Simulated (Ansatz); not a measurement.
Input of an Ansatz 0.2.0 run:

File input.yaml:

```yaml
crystal:
  lattice:
    - [2.8584044518, 0.0, 0.0]
    - [-1.4292022259, 2.4754508696, 0.0]
    - [0.0, 0.0, 6.532504]
  atoms:
    - { symbol: Pt, position: [0.6666666667, 0.3333333333, 0.316206] }
    - { symbol: Pt, position: [0.3333333333, 0.6666666667, 0.683794] }
    - { symbol: Mn, position: [0.0, 0.0, 0.0], spin: 4.0 }
hamiltonian:
  xc: pbe
  pseudopotentials: { kind: paw }
magnetization:
  spin_polarized: true
kpoints:
  mp_grid: { grid: [11, 11, 4] }
scf:
  occupations: { method: gaussian, width: 0.015 }
output:
  forces: true
  stress: true
  eigenvalues: true
```

Potentials or basis: Ansatz PAW.

Run with:

```console
$ ansatz run input.yaml --threads 2 --pin off --max-ram 5632MiB --backend cpu --events-out ev --progress --plain --runs-dir out
```

Q: What does it give for the largest force?

A: 0.030 eV/Å.

Q: What does it give for the net moment?

A: 4.62 μB per cell.

Q: What does it give for the absolute moment?

A: 4.73 μB per cell.

Forces on the atoms (eV/Å):
```
Pt   0.000  0.000  0.030
Pt   0.000  0.000 -0.030
Mn   0.000  0.000  0.000
```

The run has no spin-orbit coupling, so splittings on Pt are missing.
